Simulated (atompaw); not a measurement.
# Ruthenium: generating and testing a PAW (atompaw) potential

Do these settings give a usable potential? It is generated, then checked for scattering, ghosts and hardness.

Method: atompaw 4.2.0.5, PBE, scalar-relativistic.

### Step 1. The design

Typed settings, in words:

| Item | Value |
| --- | --- |
| element | ruthenium (Ru, Z = 44) |
| type | PAW |
| frozen core | [Kr] |
| valence charge | 8 |
| reference configuration | 4d7 5s0.5 5p0 (charge +0.5) |
| partial waves | 5s (bound): rc 3.00 bohr; 5s channel at 2.5 Ry: rc 2.85 bohr; 5p (bound, empty): rc 3.00 bohr; 5p channel at -0.11 Ry: rc 3.00 bohr; 4d (bound): rc 2.05 bohr; 4d channel at 0.95 Ry: rc 2.05 bohr |
| local potential | bessel scheme, radius 2.75 bohr |
| core correction | smooth core density matched at 2.65 bohr |
| augmentation charge | besselshape compensation charge, radius 2.85 bohr; PAW radius 3.00 bohr; waves and projectors: custom polynom2 7 10 vanderbiltortho |

### Step 2. Generation

Input file Ru.input:

```
Ru 44
GGA-PBE scalarrelativistic loggrid 1500 logderivrange -3 5 201
5 5 4 0 0 0
5 0 0.5
5 1 0
4 2 7
0 0 0
c
c
c
c
v
c
c
c
v
c
v
2
3.00 2.85 2.75 2.65
y
2.5
n
y
-0.11
n
y
0.95
n
custom polynom2 7 10 vanderbiltortho besselshape
bessel
3.00
2.85
3.00
3.00
2.05
2.05
PWSCFOUT
UPFDX 0.0125d0 UPFXMIN -7.d0 UPFZMESH 44.d0
END
```

On the command line:

```bash
$ atompaw < Ru.input > Ru.log
```

Before running it: what results should come out? Wanted: cutoffs for 10 and 1 mRy, occupied levels; bound ghosts; largest phase difference near zero energy, channels read; lowest eigenvalue of the overlap; share of valence orbitals outside the PAW sphere; UPF file.

**Answer**, as computed:

```
                                                quantity                     value
               cutoffs for 10 and 1 mRy, occupied levels           21 Ry and 30 Ry
                                            bound ghosts                none found
largest phase difference near zero energy, channels read                 0.001 rad
         lowest eigenvalue of the overlap (Bessel basis)                 0.773 (s)
        share of valence orbitals outside the PAW sphere  5s 51 %, 5p 79 %, 4d 7 %
                                                UPF file                   written
```

In words: It counts as soft on the atom at that tolerance, with 21 Ry needed at the looser tolerance. The slowest level is 4d: taken alone it needs 21 Ry to come within 1 mRy, against 6 Ry or less for 5s. No bound ghost shows below the valence levels. Near zero energy the phases of the channels with partial waves agree within 0.001 rad.
